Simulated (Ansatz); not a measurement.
Working through vertical spin-state energies of ClFZn, SMILES [F][Zn][Cl]

Program: Ansatz's Python interface.

The script reads `clfzn.xyz`:
```text
3

F    -1.47290    0.73600   -0.73460
Zn   -0.19690    0.14680   -0.08890
Cl    1.65890   -0.94760    0.81020
```

Typed at the interpreter:
```pycon
>>> import ansatz as az
>>> clfzn = az.Crystal.molecule_from_extxyz("clfzn.xyz")
>>> calculation = (
...     clfzn.calculation()
...     .basis(gaussian="cc-pVDZ")  # atom-centred Gaussian functions
...     .functional("CAM-B3LYP")
... )
>>> found = {}
>>> for unpaired in [0, 2]:
...     report = calculation.spin("collinear", total=unpaired).run(threads=1).report
...     s = unpaired / 2
...     found[unpaired] = report["free_energy_ev"]
...     print(f"2S+1 = {unpaired + 1}: E = {found[unpaired]:.5f} eV, <S^2> = {abs(report['mean_field']['state']['spin_squared']):.3f} (pure state {s * (s + 1):.2f})")
...
2S+1 = 1: E = -63664.71870 eV, <S^2> = 0.000 (pure state 0.00)
2S+1 = 3: E = -63659.62438 eV, <S^2> = 2.003 (pure state 2.00)
>>> lowest = min(found, key=found.get)
>>> for unpaired, e in found.items():
...     print(f"multiplicity {unpaired + 1}: {96.485332 * (e - found[lowest]):.1f} kJ/mol above the lowest")
...
multiplicity 1: 0.0 kJ/mol above the lowest
multiplicity 3: 491.5 kJ/mol above the lowest
```

In order: multiplicity 1 (+0.00 eV) and multiplicity 3 (+5.09 eV), all at the one geometry.

Total energies depend on the basis set; only differences at equal settings carry meaning. The geometry is a force-field or estimated start, not a minimum of this method, and the basis set is short of its limit. All parts are taken at fixed geometry, without zero-point energy. Finished in 31 s on 1 thread of Intel(R) Xeon(R) Processor @ 2.70GHz, with other jobs on the host, peak memory 0.33 GiB.

(Lines on the test bed's own set-up are left out of the output.)
